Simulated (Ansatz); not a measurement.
**B₂ClH₃Se: basis-set convergence**

One table from this session's results is given with a row withheld; the runs are named, their logs left out.

Program: Ansatz 0.2.0, Gaussian basis. Level of theory: one geometry, several basis sets. These are calculated values, not measurements.

Plan: PBE0-D4/def2-SVP; ωB97M-V/def2-SVP; PBE0-D4/def2-QZVPP; ωB97M-V/def2-QZVPP; the functionals' def2-TZVPP values are taken from earlier runs.

## Structure used throughout

An earlier PBE0-D4 in a triple-zeta def2 set relaxation fixed the geometry.

SMILES `ClBB[SeH]`, 7 atoms, charge 0, spin multiplicity 1.

Atoms are counted from 1 here; the program's logs count them from 0.

Bond lengths: Cl1–B2 1.749 Å, B2–B3 1.665 Å, B2–H5 1.196 Å, B3–Se4 1.905 Å, B3–H6 1.195 Å, Se4–H7 1.470 Å. Angles: Cl1–B2–B3 119.6°, Cl1–B2–H5 115.6°, B3–B2–H5 124.7°, B2–B3–Se4 120.7°, B2–B3–H6 121.7°, Se4–B3–H6 117.7°, B3–Se4–H7 97.7°.

The first run:

Contents of in.yaml:

```yaml
crystal:
  periodic: [false, false, false]
  atoms:
    - {symbol: Cl, position_ang: [-1.089289, -1.806494, 1.524121]}
    - {symbol: B, position_ang: [-0.041402, -0.436189, 1.237036]}
    - {symbol: B, position_ang: [-0.115492, 0.366432, -0.220382]}
    - {symbol: Se, position_ang: [0.949792, -0.198415, -1.695768]}
    - {symbol: H, position_ang: [0.671361, -0.130267, 2.147179]}
    - {symbol: H, position_ang: [-0.823705, 1.315216, -0.378811]}
    - {symbol: H, position_ang: [0.510036, 0.821717, -2.659075]}
basis:
  gaussian: {orbitals: def2-SVP}
hamiltonian: {xc: pbe0, dispersion: d4}
output: {orbitals: {seedname: orbitals}}
```

Launch:

```
> ansatz run in.yaml --threads 2 --pin off --events-out ev --progress --plain --max-ram 4352MiB
```

Steps of the session up to this table: PBE0-D4 in def2-SVP; ωB97M-V in def2-SVP; PBE0-D4 in def2-QZVPP; ωB97M-V in def2-QZVPP.

One of the session's tables, all rows but one given; the rest of the session is left out.

It belongs to the step «Functionals by basis». 

| functional | basis | HOMO (eV) | LUMO (eV) |
| --- | --- | --- | --- |
| PBE0-D4 | def2-SVP | -7.87 | -1.68 |
| PBE0-D4 | def2-TZVPP | -7.97 | -1.84 |
| PBE0-D4 | def2-QZVPP | -7.99 | -1.88 |
| ωB97M-V | def2-SVP | -9.98 | 0.38 |
| ωB97M-V | def2-TZVPP | -10.10 | 0.13 |
| ωB97M-V | def2-QZVPP | ? | ? |

**Question.** Estimate the row for ωB97M-V, def2-QZVPP.

The run gave: HOMO (eV): -10.11; LUMO (eV): 0.05. In the column «HOMO (eV)» it is the lowest.
